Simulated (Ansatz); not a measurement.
**CH3GeNO: how energies converge with the basis set**

One table from this session's results is given with a row withheld; the runs are named, their logs left out.

Method: one geometry, several basis sets; program: Ansatz 0.2.0, Gaussian basis.

Levels to be run: PBE0-D4/def2-SVP; ωB97M-V/def2-SVP; PBE0-D4/def2-QZVPP; ωB97M-V/def2-QZVPP; the functionals' def2-TZVPP values are taken from earlier runs.

## The geometry

All runs share one geometry, relaxed beforehand with PBE0-D4 in a triple-zeta def2 set.

SMILES `O[C]1=[N][GeH2]1`, 7 atoms, charge 0, spin multiplicity 1.

Atoms are counted from 1 here; the program's logs count them from 0.

Bond lengths: O1–C2 1.324 Å, O1–H5 0.972 Å, C2–N3 1.264 Å, C2–Ge4 1.861 Å, N3–Ge4 1.938 Å, Ge4–H6 1.525 Å, Ge4–H7 1.525 Å. Angles: C2–O1–H5 107.4°, O1–C2–N3 132.9°, O1–C2–Ge4 153.2°, N3–C2–Ge4 73.9°, C2–N3–Ge4 67.3°, C2–Ge4–N3 38.8°, C2–Ge4–H6 121.0°, C2–Ge4–H7 121.0°, N3–Ge4–H6 115.9°, N3–Ge4–H7 115.9°, H6–Ge4–H7 117.6°.

As a file:

```xyz
7
charge 0, multiplicity 1
O     1.6661   -0.7285    0.7014
C     0.4766   -0.3736    0.2403
N    -0.6119   -0.9994    0.0953
Ge   -0.7291    0.8480   -0.4784
H     1.6104   -1.6645    0.9574
H    -1.5374    1.7757    0.4223
H    -0.8135    1.0744   -1.9840
```

The first run:

Input file in.yaml:

```yaml
crystal:
  periodic: [false, false, false]
  atoms:
    - {symbol: O, position_ang: [1.666092, -0.728515, 0.701431]}
    - {symbol: C, position_ang: [0.476644, -0.373590, 0.240265]}
    - {symbol: N, position_ang: [-0.611923, -0.999424, 0.095272]}
    - {symbol: Ge, position_ang: [-0.729143, 0.847960, -0.478417]}
    - {symbol: H, position_ang: [1.610399, -1.664501, 0.957432]}
    - {symbol: H, position_ang: [-1.537357, 1.775677, 0.422338]}
    - {symbol: H, position_ang: [-0.813511, 1.074394, -1.984019]}
basis:
  gaussian: {orbitals: def2-SVP}
hamiltonian: {xc: pbe0, dispersion: d4}
output: {orbitals: {seedname: orbitals}}
```

Started as:

```sh
$ ansatz run in.yaml --threads 2 --pin off --events-out ev --progress --plain --max-ram 4352MiB
```

Among the steps run: PBE0-D4 in def2-SVP; ωB97M-V in def2-SVP; PBE0-D4 in def2-QZVPP; ωB97M-V in def2-QZVPP.

One of the session's tables, all rows but one given; the rest of the session is left out.

It belongs to the step «Density functionals: the series». 

```
functional       basis  HOMO (eV)
   PBE0-D4    def2-SVP      -6.69
   PBE0-D4  def2-TZVPP          ?
   PBE0-D4  def2-QZVPP      -6.83
   ωB97M-V    def2-SVP      -8.81
   ωB97M-V  def2-TZVPP      -8.94
   ωB97M-V  def2-QZVPP      -8.98
```

Estimate the missing values for PBE0-D4, def2-TZVPP.

As computed: HOMO (eV): -6.80. In the column «HOMO (eV)» it lies between PBE0-D4, def2-QZVPP (-6.83) and PBE0-D4, def2-SVP (-6.69).
